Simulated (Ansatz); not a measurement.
**InBr2Cl: basis-set convergence**

One table from this session's results is given with a row withheld; the runs are named, their logs left out.

Program: Ansatz 0.2.0, Gaussian basis. Level of theory: one geometry, several basis sets. These are calculated values, not measurements.

Levels to be run: PBE0-D4/def2-SVP; ωB97M-V/def2-SVP; PBE0-D4/def2-QZVPP; ωB97M-V/def2-QZVPP; the functionals' def2-TZVPP values are taken from earlier runs.

1 further run of the same task is left out (for a known fault of the program).

## The geometry

An earlier PBE0-D4 in a triple-zeta def2 set relaxation fixed the geometry. In takes the def2 core potential; no spin-orbit term is included.

SMILES `[Cl][In]([Br])[Br]`, 4 atoms, charge 0, spin multiplicity 1.

Atoms are counted from 1 here; the program's logs count them from 0.

Bond lengths: Cl1–In2 2.299 Å, In2–Br3 2.434 Å, In2–Br4 2.434 Å. Angles: Cl1–In2–Br3 119.4°, Cl1–In2–Br4 119.4°, Br3–In2–Br4 121.2°.

The first run:

in.yaml

```yaml
crystal:
  periodic: [false, false, false]
  atoms:
    - {symbol: Cl, position_ang: [-1.918364, -0.981535, 0.865525]}
    - {symbol: In, position_ang: [-0.018889, -0.009657, 0.008519]}
    - {symbol: Br, position_ang: [2.162814, -0.776119, 0.767664]}
    - {symbol: Br, position_ang: [-0.225550, 1.767312, -1.641708]}
basis:
  gaussian: {orbitals: def2-SVP}
hamiltonian: {xc: pbe0, dispersion: d4}
output: {orbitals: {seedname: orbitals}}
```

Started as:

```bash
> ansatz run in.yaml --threads 4 --pin off --events-out ev --progress --plain --max-ram 10444MiB
```

Steps of the session up to this table: PBE0-D4 in def2-SVP; ωB97M-V in def2-SVP; PBE0-D4 in def2-QZVPP; ωB97M-V in def2-QZVPP.

One of the session's tables, all rows but one given; the rest of the session is left out.

It belongs to the step «Functionals by basis». 

| functional | basis | HOMO (eV) | LUMO (eV) |
| --- | --- | --- | --- |
| PBE0-D4 | def2-SVP | -8.73 | -2.85 |
| PBE0-D4 | def2-TZVPP | -8.85 | -2.95 |
| PBE0-D4 | def2-QZVPP | -8.86 | -2.97 |
| ωB97M-V | def2-SVP | -10.90 | -0.85 |
| ωB97M-V | def2-TZVPP | ? | ? |
| ωB97M-V | def2-QZVPP | -11.06 | -1.10 |

Q: Estimate the row for ωB97M-V, def2-TZVPP from the others.

The run gave: HOMO (eV): -11.05; LUMO (eV): -1.03. In the column «HOMO (eV)» it lies between ωB97M-V, def2-QZVPP (-11.06) and ωB97M-V, def2-SVP (-10.90).
